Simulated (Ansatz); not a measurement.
# CH4BClS (SMILES CSBCl): wB97X/cc-pVDZ

Aim: the vertical singlet–triplet gap of CH4BClS at wB97X/cc-pVDZ, from 2 runs. 

The calculation is run with Ansatz 0.2.0.

94 further runs of the same task are left out: 94 set aside as unsound or not needed.

## Step 1: The structure to begin with

CH4BClS: 8 atoms, total charge 0, spin state singlet. As SMILES, `CSBCl`. Geometry: relaxed at PBE0-D4/def2-TZVP. This is one conformer, not always the lowest.

Bond lengths: C1–S2 1.810 Å, S2–B3 1.766 Å, B3–Cl4 1.749 Å, C1–H5 1.088 Å, C1–H6 1.089 Å, C1–H7 1.089 Å, B3–H8 1.191 Å. Angles: C1–S2–B3 103.2°, S2–B3–Cl4 119.0°, S2–C1–H5 110.2°, S2–C1–H6 109.0°, S2–C1–H7 109.0°, S2–B3–H8 121.7°, Cl4–B3–H8 119.3°, H5–C1–H6 109.7°, H5–C1–H7 109.7°, H6–C1–H7 109.3°.

## Step 2: The energy at wB97X/cc-pVDZ

Input file run.yaml:

```yaml
basis:
  gaussian:
    orbitals: cc-pVDZ
crystal:
  periodic: [false, false, false]
  atoms:
    - {symbol: C, position_ang: [-0.471000, 1.184200, 0.216300]}
    - {symbol: S, position_ang: [0.979400, 0.341100, -0.461900]}
    - {symbol: B, position_ang: [0.578900, -1.367600, -0.269600]}
    - {symbol: Cl, position_ang: [1.728300, -2.572200, -0.805600]}
    - {symbol: H, position_ang: [-1.201900, 0.455300, 0.560900]}
    - {symbol: H, position_ang: [-0.157800, 1.812600, 1.049100]}
    - {symbol: H, position_ang: [-0.912200, 1.808700, -0.559500]}
    - {symbol: H, position_ang: [-0.451500, -1.719100, 0.214500]}
magnetization:
  spin_polarized: false
  initial_magnetization: 0
accuracy: high
hamiltonian:
  xc: {name: wB97X}
output:
  orbitals: {seedname: orbitals}
```

On the command line:

```bash
$ ansatz run run.yaml --threads 1 --pin off --max-ram 2610MiB --events-out events.jsonl --progress --plain --runs-dir runs
```

Output:

```text
Warning: RAYON_NUM_THREADS=1 ignored (pool sized by the plan → 1); use --threads N
Functional definition: wB97X
  name "wB97X"
  parameter omega = 0.3/bohr
  parameter cx = 0.157706
  parameter cx1 = 0.726479
  parameter cx2 = 1.04760
  parameter cx3 = -5.70635
  parameter cx4 = 13.2794
  parameter css1 = -4.33879
  parameter css2 = 18.2308
  parameter css3 = -31.7430
  parameter css4 = 17.2901
  parameter cos1 = 2.37031
  parameter cos2 = -11.3995
  parameter cos3 = 6.58405
  parameter cos4 = -3.78132
  exchange = spin_sum(e_x_unif_sr(omega)*poly(b97_u_x, 1 - cx, cx1, cx2, cx3, cx4)) + cx*exact_x_sr(omega)
      + exact_x_lr(omega)
  correlation = spin_sum(e_c_pw_same_spin*poly(b97_u_same, 1, css1, css2, css3, css4))
      + integral(e_c_pw_opposite_spin*poly(b97_u_opposite, 1, cos1, cos2, cos3, cos4))
1973 factors; integrals over basis functions are off by at most 6.8e-9 eV
379 factors; integrals over basis functions are off by at most 2.6e-9 eV
mean field evaluation 1: about -25136.7802 eV, gradient 1.9e1 eV
mean field evaluation 2: about -25137.4488 eV, gradient 1.2e1 eV
mean field evaluation 4: about -25137.8097 eV, gradient 5.3e-1 eV
mean field evaluation 8: about -25137.9468 eV, gradient 6.9e-2 eV
mean field evaluation 16: about -25137.9468 eV, gradient 2.2e-5 eV
mean field -25137.94684985 eV, -923.8025076198 hartree, gradient 8.4e-8 eV, S^2 0.000000; 0 other end points of the search recorded, 0 dependent functions left out
reference -25137.94684721 eV, -923.8025075228 hartree; 24, 24 occupied and 60, 60 virtual orbitals, 1973 factors
Total energy: -25137.94684721 eV, -923.8025075228 hartree
```

Wall time 31 s (1 thread of Arm Neoverse V1, shared host); peak memory 0.49 GiB.

## Step 3: The triplet, same level

Input file run.yaml:

```yaml
crystal:
  periodic: [false, false, false]
  atoms:
    - symbol: C
      position_ang: [-0.471000, 1.184200, 0.216300]
    - symbol: S
      position_ang: [0.979400, 0.341100, -0.461900]
    - symbol: B
      position_ang: [0.578900, -1.367600, -0.269600]
    - symbol: Cl
      position_ang: [1.728300, -2.572200, -0.805600]
    - symbol: H
      position_ang: [-1.201900, 0.455300, 0.560900]
    - symbol: H
      position_ang: [-0.157800, 1.812600, 1.049100]
    - symbol: H
      position_ang: [-0.912200, 1.808700, -0.559500]
    - symbol: H
      position_ang: [-0.451500, -1.719100, 0.214500]
basis:
  gaussian:
    orbitals: cc-pVDZ
magnetization:
  spin_polarized: true
  initial_magnetization: 2
output: {orbitals: {seedname: orbitals}}
accuracy: high
hamiltonian:
  xc: {name: wB97X}
```

On the command line:

```bash
$ ansatz run run.yaml --threads 1 --pin off --max-ram 2610MiB --events-out events.jsonl --progress --plain --runs-dir runs
```

Output, cut to the lines that bear on the results:

```text
Warning: RAYON_NUM_THREADS=1 ignored (pool sized by the plan → 1); use --threads N
[... 2 set-up lines as earlier in the session ...]
[...]
      + exact_x_lr(omega)
[...]
      + integral(e_c_pw_opposite_spin*poly(b97_u_opposite, 1, cos1, cos2, cos3, cos4))
1973 factors; integrals over basis functions are off by at most 6.8e-9 eV
379 factors; integrals over basis functions are off by at most 2.6e-9 eV
[...]
mean field -25133.04041303 eV, -923.6221993922 hartree, gradient 6.4e-8 eV, S^2 2.008964; 2 other end points of the search recorded, 0 dependent functions left out
reference -25133.04041082 eV, -923.6221993109 hartree; 25, 23 occupied and 59, 61 virtual orbitals, 1973 factors
Total energy: -25133.04041082 eV, -923.6221993109 hartree
```

Wall time 86 s (1 thread of Arm Neoverse V1, shared host); peak memory 0.83 GiB.

## Step 4: Results

At wB97X/cc-pVDZ:

| quantity | value |
| --- | --- |
| singlet: total energy | -923.80251 Eh |
| singlet: HOMO energy | -9.97 eV |
| singlet: LUMO energy | 1.29 eV |
| singlet: HOMO–LUMO gap | 11.26 eV |
| triplet: total energy | -923.62220 Eh |
| triplet: HOMO energy (highest over α and β) | -5.14 eV |
| triplet: LUMO energy (lowest over α and β) | -3.81 eV |
| triplet: ⟨S²⟩ | 2.009 |
| vertical energy of the triplet above the singlet | 4.906 eV |

At this shape the triplet lies 4.91 eV (473 kJ/mol) above the singlet.
